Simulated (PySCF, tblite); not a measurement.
**C₇H₁₀O₂Si: geometry, infrared bands and NMR shifts**

Aim: predict the infrared bands and NMR shifts of C₇H₁₀O₂Si (`O=CC1=CC(CO[SiH3])=CC1`).

Programs: tblite 0.8.0 and PySCF 2.14.0, with density-fitted response routines of our own. Each step states its level of theory. These are calculated values for one molecule in the gas phase, unless marked as measured. Atoms count from 0, in the outputs and in this text.

## (1) The starting structure

20 atoms, charge 0, multiplicity 1; geometry from: force field or distance geometry start.

Bonds of the start (Å): O0–C1 1.26, C1–C2 1.48, C2–C3 1.32, C3–C4 1.47, C4–C5 1.48, C5–O6 1.39, O6–Si7 1.72, C4–C8 1.34, C8–C9 1.49, C9–C2 1.50, C1–H10 1.06, C3–H11 1.08, C5–H12 1.09, C5–H13 1.10, Si7–H14 1.48, Si7–H15 1.46, Si7–H16 1.47, C8–H17 1.08, C9–H18 1.12, C9–H19 1.11.

## (2) Optimising the geometry with GFN2-xTB

The job: settings as JSON, then the geometry in Å.

```
{"job": {"kind": "relax", "xc": "GFN2-xTB", "basis": "xTB"}, "charge": 0, "multiplicity": 1}
O     -4.607400     0.066200    -0.425100
C     -3.633900     0.820100    -0.688600
C     -2.271900     0.322500    -0.402500
C     -1.119500     0.936000    -0.600400
C     -0.015400     0.064400    -0.171000
C      1.433300     0.356700    -0.223700
O      2.199900    -0.698400     0.251200
Si     3.851600    -0.222900     0.152000
C     -0.499600    -1.102000     0.275900
C     -1.987500    -1.030300     0.171900
H     -3.791200     1.788100    -1.089800
H     -1.019500     1.935500    -1.000300
H      1.753600     0.526500    -1.251000
H      1.599400     1.303300     0.319200
H      4.253400     0.079200     1.540900
H      4.662200    -1.285800    -0.440600
H      3.880500     1.018500    -0.627000
H      0.101200    -1.923400     0.643900
H     -2.389800    -1.108800     1.217300
H     -2.404600    -1.834700    -0.474900
```

Run with:

```sh
OMP_NUM_THREADS=1 python probes_run.py task.json out
```

One launch serves the whole session: the jobs run in the order shown.

**Question.** This job is followed by: GFN2-xTB harmonic vibrations, gas phase; GIAO PBE0/pcSseg-1 NMR shielding, non-relativistic, gas phase. What will the session give for the following? strongest single infrared mode (GFN2-xTB); zero-point energy (GFN2-xTB); ¹³C shifts against TMS (PBE0/pcSseg-1); ¹H shifts against TMS (PBE0/pcSseg-1, means over atoms taken as alike); ¹⁷O shifts against H2O (PBE0/pcSseg-1); ²⁹Si shifts against TMS (PBE0/pcSseg-1); surface potential, 1st and 99th percentile.

The runs gave:

```
                                                              quantity                                              value
                             strongest single infrared mode (GFN2-xTB)                              1716 cm⁻¹, 502 km/mol
                                          zero-point energy (GFN2-xTB)                                      91.0 kcal/mol
                                ¹³C shifts against TMS (PBE0/pcSseg-1)  188.3, 157.6, 154.0, 152.0, 146.8, 67.4, 42.3 ppm
¹H shifts against TMS (PBE0/pcSseg-1, means over atoms taken as alike)            10.10, 7.28, 7.11, 5.04, 4.84, 3.43 ppm
                                ¹⁷O shifts against H2O (PBE0/pcSseg-1)                                     653.2, 8.0 ppm
                               ²⁹Si shifts against TMS (PBE0/pcSseg-1)                                          -35.2 ppm
                                 surface potential, 1st and 99th percentile                                 -1.79 V and 1.44 V
```

**Reading.** The optimisation took 145 steps and gained 0.839 eV; among the close pairs (by a distance rule), O6–Si7 changed most, from 1.722 to 1.620 Å. No mode is imaginary among the 54: a minimum at this level. The strongest single mode, at 1716 cm⁻¹, moves mainly C1 and O0. GFN2-xTB is a fitted tight-binding method: band positions and strengths are rough. Its intensities can rank the bands wrongly. The most deshielded carbon is C1 (aldehyde carbonyl carbon), at 188.3 ppm: low-lying n→π* states of the double bond to the heteroatom give a large paramagnetic term (-241 ppm). The most deshielded hydrogen is H10 (hydrogen on an aldehyde carbonyl carbon), at 10.10 ppm: the C=O anisotropy and electron withdrawal place aldehyde protons far downfield. At PBE0/pcSseg-1: Shielding is most anisotropic at O0 (span 1315 ppm, paramagnetic term -710 ppm). At PBE0/pcSseg-1, counted by nearest atom on the grid, the HOMO lies on C2, C8 about 26 % each; C4 16 %, the LUMO on C1, C3 about 18 % each; O0 16 %.
